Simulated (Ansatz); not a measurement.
**C5H11NSi: vertical ionisation energy**

Aim: the vertical ionisation energy of C5H11NSi, as cation minus neutral at the neutral's geometry, on several levels, and how well −ε(HOMO) stands in for it.

The runs use Ansatz 0.2.0, Gaussian basis; unrestricted cation, the program's frozen cores in correlated methods.

Plan: UKS PBE-D4/def2-TZVPP; UKS r2SCAN-D4/def2-TZVPP; UKS PBE0-D4/def2-TZVPP; UKS B3LYP-D4/def2-TZVPP; UKS wB97X-V/def2-TZVPP; UKS wB97M-V/def2-TZVPP; UKS B2PLYP/def2-TZVPP; UHF-CCSD(T)/def2-TZVPP; UHF-MP2/def2-QZVPP; extrapolation to the limit; then −ε(HOMO) from the neutral's earlier runs with LDA (SPW92), PBE-D4, revPBE-D4, BLYP-D4, r2SCAN-D4, B97M-V, PBE0-D4, B3LYP-D4, r2SCANh-D4, r2SCAN0-D4, HSE06-D4, BHLYP-D4, CAM-B3LYP-D4, LC-ωPBE, ωB97X-V, ωB97M-V.

## Step 1: The relaxed structure

An earlier PBE0-D4 in a triple-zeta def2 set relaxation fixed the geometry.

18 atoms, charge 0, spin multiplicity 1.

Atoms are counted from 1 here; the program's logs count them from 0.

Bond lengths: C1–C2 1.323 Å, C1–H8 1.086 Å, C1–H9 1.083 Å, C2–C3 1.499 Å, C2–H10 1.088 Å, C3–N4 1.452 Å, C3–H11 1.098 Å, C3–H12 1.097 Å, N4–Si5 1.732 Å, N4–C6 1.383 Å, Si5–H13 1.483 Å, Si5–H14 1.490 Å, Si5–H15 1.487 Å, C6–C7 1.334 Å, C6–H16 1.087 Å, C7–H17 1.081 Å, C7–H18 1.081 Å. Angles: C2–C1–H8 121.4°, C2–C1–H9 121.7°, H8–C1–H9 116.9°, C1–C2–C3 124.4°, C1–C2–H10 120.0°, C3–C2–H10 115.6°, C2–C3–N4 114.1°, C2–C3–H11 108.7°, C2–C3–H12 110.1°, N4–C3–H11 107.6°, N4–C3–H12 109.5°, H11–C3–H12 106.5°, C3–N4–Si5 118.9°, C3–N4–C6 118.6°, Si5–N4–C6 122.4°, N4–Si5–H13 107.5°, N4–Si5–H14 112.7°, N4–Si5–H15 108.9° and more.

Coordinates:

```tsv
atom	x (Å)	y (Å)	z (Å)
C1	1.0038	-2.4925	-0.4306
C2	0.3581	-1.5804	0.2782
C3	0.8249	-0.1688	0.4702
N4	-0.2181	0.8285	0.3110
Si5	-0.9674	1.4898	1.7259
C6	-0.6425	1.1437	-0.9675
C7	-0.2207	0.6168	-2.1184
H8	1.9220	-2.2528	-0.9591
H9	0.6425	-3.5107	-0.5117
H10	-0.5671	-1.8427	0.7872
H11	1.2291	-0.0668	1.4856
H12	1.6504	0.0522	-0.2172
H13	-1.8023	2.6372	1.2942
H14	-1.8245	0.5011	2.4394
H15	0.0933	1.9214	2.6747
H16	-1.3929	1.9295	-0.9883
H17	-0.6219	0.9964	-3.0476
H18	0.4958	-0.1905	-2.1740
```

## Step 2: Cation, UKS PBE-D4/def2-TZVPP

in.yaml reads:

```yaml
crystal:
  periodic: [false, false, false]
  atoms:
    - {symbol: C, position_ang: [1.003801, -2.492539, -0.430650]}
    - {symbol: C, position_ang: [0.358059, -1.580366, 0.278227]}
    - {symbol: C, position_ang: [0.824946, -0.168760, 0.470226]}
    - {symbol: N, position_ang: [-0.218055, 0.828492, 0.310952]}
    - {symbol: Si, position_ang: [-0.967366, 1.489829, 1.725867]}
    - {symbol: C, position_ang: [-0.642486, 1.143710, -0.967476]}
    - {symbol: C, position_ang: [-0.220708, 0.616753, -2.118446]}
    - {symbol: H, position_ang: [1.922046, -2.252751, -0.959074]}
    - {symbol: H, position_ang: [0.642468, -3.510730, -0.511708]}
    - {symbol: H, position_ang: [-0.567105, -1.842701, 0.787163]}
    - {symbol: H, position_ang: [1.229083, -0.066800, 1.485612]}
    - {symbol: H, position_ang: [1.650416, 0.052248, -0.217221]}
    - {symbol: H, position_ang: [-1.802324, 2.637184, 1.294183]}
    - {symbol: H, position_ang: [-1.824466, 0.501083, 2.439401]}
    - {symbol: H, position_ang: [0.093317, 1.921367, 2.674683]}
    - {symbol: H, position_ang: [-1.392929, 1.929519, -0.988258]}
    - {symbol: H, position_ang: [-0.621905, 0.996377, -3.047633]}
    - {symbol: H, position_ang: [0.495807, -0.190517, -2.174048]}
basis:
  gaussian: {orbitals: def2-TZVPP}
total_charge: 1
magnetization: {spin_polarized: true, initial_magnetization: 1}
hamiltonian: {xc: pbe, dispersion: d4}
```

On the command line:

```console
> ansatz run in.yaml --threads 2 --pin off --events-out ev --progress --plain --max-ram 32768MiB --backend cuda --devices 0, --max-vram 18GiB
```

The runs that follow: Cation, UKS r2SCAN-D4/def2-TZVPP; Cation, UKS PBE0-D4/def2-TZVPP; Cation, UKS B3LYP-D4/def2-TZVPP; Cation, UKS wB97X-V/def2-TZVPP; Cation, UKS wB97M-V/def2-TZVPP; Cation, UKS B2PLYP (frozen core)/def2-TZVPP; Cation, UHF-CCSD(T)/def2-TZVPP; Cation, UHF-MP2/def2-QZVPP.

**Question.** What will the summary of the whole plan be? Wanted: ionisation energy, CCSD(T)/CBS; nearest functional by difference; nearest −ε(HOMO); −ε(HOMO) of PBE; T1 of the cation.

The runs gave:

```
                        quantity               value
  ionisation energy, CCSD(T)/CBS             8.10 eV
nearest functional by difference  ωB97M-V (-0.18 eV)
                nearest −ε(HOMO)  ωB97M-V (+0.09 eV)
                 −ε(HOMO) of PBE             4.93 eV
                T1 of the cation               0.021
```

Energy differences with functionals land within 0.39 eV of the reference. The PBE orbital energy is 3.2 eV too small: a semilocal HOMO is no ionisation energy. Among orbital estimates ωB97M-V comes nearest. Hartree-Fock falls 1.42 eV short, as the neutral has more correlation energy than the cation.
